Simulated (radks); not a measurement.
**Ionising europium step by step, Eu²¹⁺ to Eu⁴¹⁺**

One table from this session's results is given with a row withheld; the runs are named, their logs left out.

The numbers are computed with radks (a radial shooting solver on a logarithmic mesh, Libxc functionals) version 1 (scalar-relativistic Kohn-Sham, BLYP, spin-polarised, spherical densities, finite nucleus; open shells are filled with parallel spins first), except any that are marked as measured or tabulated.

**What is computed**

```
element             : europium (Z = 63)
charges             : 21 to 41
first configuration : [Kr] 4d6
last configuration  : [Ar] 3d4
```

The outer shells:

Eu²¹⁺
```
[Kr] core
4d [↑↓][↑ ][↑ ][↑ ][↑ ]
```

Eu⁴¹⁺
```
[Ar] core
3d [↑ ][↑ ][↑ ][↑ ][  ]
```

Set-up of the first run:

Input:

```text
Z 63
configuration [Kr] 4d6 5s0 5p0
relativity scalar-relativistic
functional b88,lyp
spin polarised
nucleus finite rms 5.1115 fm
c 137.035999084
```

Among the steps run: Eu²¹⁺, [Kr] 4d6.

One of the session's tables, all rows but one given; the rest of the session is left out.

It belongs to the step «Eu²¹⁺, [Kr] 4d6». Radial moments (bohr):

```
  level     <r>  outermost maximum (interpolated)  90 % within  nodes
  4p up  0.5561                             0.530        0.797      2
4p down  0.5566                             0.530        0.799      2
  4d up       ?                                 ?            ?      ?
4d down  0.5746                             0.537        0.842      1
  5s up  0.9955                             0.993         1.38      4
5s down   1.002                             0.998         1.39      4
  5p up   1.045                              1.05         1.46      3
5p down   1.053                              1.05         1.47      3
```

Estimate the missing values for 4d up.

The run gave: <r>: 0.5735; outermost maximum (interpolated): 0.537; 90 % within: 0.840; nodes: 1. In the column «<r>» it lies between 4p down (0.5566) and 4d down (0.5746).

Limits of these values: Open shells are spherical and high-spin; term and fine-structure splittings are not resolved.
